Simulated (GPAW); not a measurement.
Runs of GPAW 26.7.0 on GaB. Symmetry: P4/mmm, No. 123, tetragonal system. The conventional cell has a = 2.718 Å, b = 2.718 Å, c = 3.236 Å, α = 90.00°, β = 90.00°, γ = 90.00°. Ga (site symmetry 4/mmm) is surrounded by 8 B at 2.51 Å and 4 Ga at 2.72 Å. B (site symmetry 4/mmm) has 8 Ga at 2.51 Å and 4 B at 2.72 Å as nearest neighbours. The cell was built by a generator and needn't be a form met in nature.

```tsv
task	level	potentials or basis	cell	band path	band points	eigensolver	optimizer	fmax	gap on the mesh (eV)	pressure (GPa)	relaxed volume (Å³/atom)
band structure	PBE	GPAW PAW data sets (gpaw-data 1.2.1), pw	as given	GXMGZRAZ,XR,MA	100	-	-	-	-	1.0	-
relaxation of cell and atoms	BLYP	PAW data sets generated in the run's folder for this functional, pw	relaxed	-	-	davidson	BFGS	0.02 eV/Å	none	0.0	13.16
relaxation of cell and atoms	BLYP+D4	PAW data sets generated in the run's folder for this functional, pw	relaxed	-	-	davidson	BFGS	0.02 eV/Å	none	0.2	11.74
relaxation of cell and atoms	BLYP+D3(BJ)	PAW data sets generated in the run's folder for this functional, pw	relaxed	-	-	davidson	BFGS	0.02 eV/Å	none	-0.2	12.13
band structure	PBEsol	PAW data sets generated in the run's folder for this functional, pw	as given	GXMGZRAZ,XR,MA	100	-	-	-	-	(b)	-
band structure	revPBE	the program's PAW data sets (release 1.2.1) made for this functional, pw	as given	GXMGZRAZ,XR,MA	100	-	-	-	-	(a)	-
band structure	LDA	the program's PAW data sets (release 1.2.1) made for this functional, pw	as given	GXMGZRAZ,XR,MA	100	-	-	-	-	-5.9	-
band structure	RPBE	the program's PAW data sets (release 1.2.1) made for this functional, pw	as given	GXMGZRAZ,XR,MA	100	-	-	-	-	3.4	-
```

Alike in all rows: no spin polarisation; k mesh 10 × 10 × 8; cutoff (eV) 800; smearing fermi-dirac 0.05 eV.

**Question.** Fill in the values left out.

**Answer.** (a) 2.8; (b) -3.0.

Caveats: later steps reuse the first step's grids (some runs); pairwise dispersion overbinds metals, which lowers pressure and volume (some runs).

A k mesh can miss the band edges, and the runs leave out spin-orbit coupling on Ga.

A gap of «none» marks a metal or a gap under the smearing width.
